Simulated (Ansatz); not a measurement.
# CH5B2N: a ladder of functionals and wavefunction methods

One table from this session's results is given with a row withheld; the runs are named, their logs left out.

Program: Ansatz 0.2.0, Gaussian basis. Level of theory: functionals in def2-TZVPP, the program's frozen cores in correlated methods. These are calculated values, not measurements.

The runs, in order: LDA (SPW92), PBE-D4, revPBE-D4, BLYP-D4, r2SCAN-D4, B97M-V, PBE0-D4, B3LYP-D4, r2SCANh-D4, r2SCAN0-D4, HSE06-D4, BHLYP-D4, CAM-B3LYP-D4, LC-ωPBE, ωB97X-V, ωB97M-V, B2PLYP, PBE-QIDH; CCSD(T)/def2-SVP; CCSD(T)/def2-TZVPP; MP2/def2-QZVPP; extrapolation to the limit; RPA on PBE.

**The relaxed structure**

All runs share one geometry, relaxed beforehand with PBE0-D4 in a triple-zeta def2 set.

SMILES `BB1CN1`, 9 atoms, charge 0, spin multiplicity 1.

Atoms are counted from 1 here; the program's logs count them from 0.

Bond lengths: B1–B2 1.632 Å, B1–H5 1.198 Å, B1–H6 1.197 Å, B2–C3 1.590 Å, B2–N4 1.356 Å, C3–N4 1.443 Å, C3–H7 1.088 Å, C3–H8 1.090 Å, N4–H9 1.003 Å. Angles: B2–B1–H5 121.0°, B2–B1–H6 122.0°, H5–B1–H6 116.8°, B1–B2–C3 146.8°, B1–B2–N4 155.1°, C3–B2–N4 58.0°, B2–C3–N4 52.8°, B2–C3–H7 121.4°, B2–C3–H8 118.9°, N4–C3–H7 116.7°, N4–C3–H8 118.4°, H7–C3–H8 114.6°, B2–N4–C3 69.2°, B2–N4–H9 148.3°, C3–N4–H9 134.0°.

Set-up of the first run:

in.yaml

```yaml
crystal:
  periodic: [false, false, false]
  atoms:
    - {symbol: B, position_ang: [-0.727506, 1.327817, -0.994444]}
    - {symbol: B, position_ang: [-0.166410, 0.197357, 0.041015]}
    - {symbol: C, position_ang: [0.575308, -1.198465, 0.211761]}
    - {symbol: N, position_ang: [0.142575, -0.307577, 1.260579]}
    - {symbol: H, position_ang: [0.017997, 2.098196, -1.528961]}
    - {symbol: H, position_ang: [-1.879106, 1.377010, -1.318164]}
    - {symbol: H, position_ang: [0.039412, -2.140951, 0.119158]}
    - {symbol: H, position_ang: [1.640699, -1.259397, -0.010126]}
    - {symbol: H, position_ang: [0.445429, -0.140289, 2.202183]}
basis:
  gaussian: {orbitals: def2-TZVPP}
hamiltonian: {xc: lda}
output: {orbitals: {seedname: orbitals}}
```

Steps of the session up to this table: LDA; PBE-D4 (GGA); revPBE-D4 (GGA); BLYP-D4 (GGA); r2SCAN-D4 (meta-GGA); B97M-V (meta-GGA); PBE0-D4 (hybrid); B3LYP-D4 (hybrid); r2SCANh-D4 (hybrid); r2SCAN0-D4 (hybrid); HSE06-D4 (hybrid); BHLYP-D4 (hybrid); CAM-B3LYP-D4 (range-separated); LC-ωPBE (range-separated); ωB97X-V (range-separated); ωB97M-V (range-separated); B2PLYP (double hybrid); PBE-QIDH (double hybrid).

One of the session's tables, all rows but one given; the rest of the session is left out.

It belongs to the step «Frontier levels by functional». 

```
  functional  HOMO (eV)  LUMO (eV)  gap (eV)
 LDA (SPW92)          ?          ?         ?
      PBE-D4      -6.32      -2.74      3.58
   revPBE-D4      -6.26      -2.63      3.63
     BLYP-D4      -6.18      -2.58      3.60
   r2SCAN-D4      -6.49      -2.40      4.09
      B97M-V      -6.55      -2.51      4.04
     PBE0-D4      -7.50      -1.80      5.70
    B3LYP-D4      -7.29      -2.01      5.28
  r2SCANh-D4      -6.94      -2.08      4.87
  r2SCAN0-D4      -7.63      -1.60      6.03
    HSE06-D4      -7.10      -2.18      4.92
    BHLYP-D4      -8.58      -0.81      7.78
CAM-B3LYP-D4      -8.85      -0.73      8.12
     LC-ωPBE     -10.21       0.46     10.67
     ωB97X-V      -9.83       0.36     10.19
     ωB97M-V      -9.73       0.10      9.82
```

Q: Estimate the row for LDA (SPW92) from the others.

The run gave: HOMO (eV): -6.46; LUMO (eV): -3.01; gap (eV): 3.46. In the column «HOMO (eV)» it lies between r2SCAN-D4 (-6.49) and PBE-D4 (-6.32).
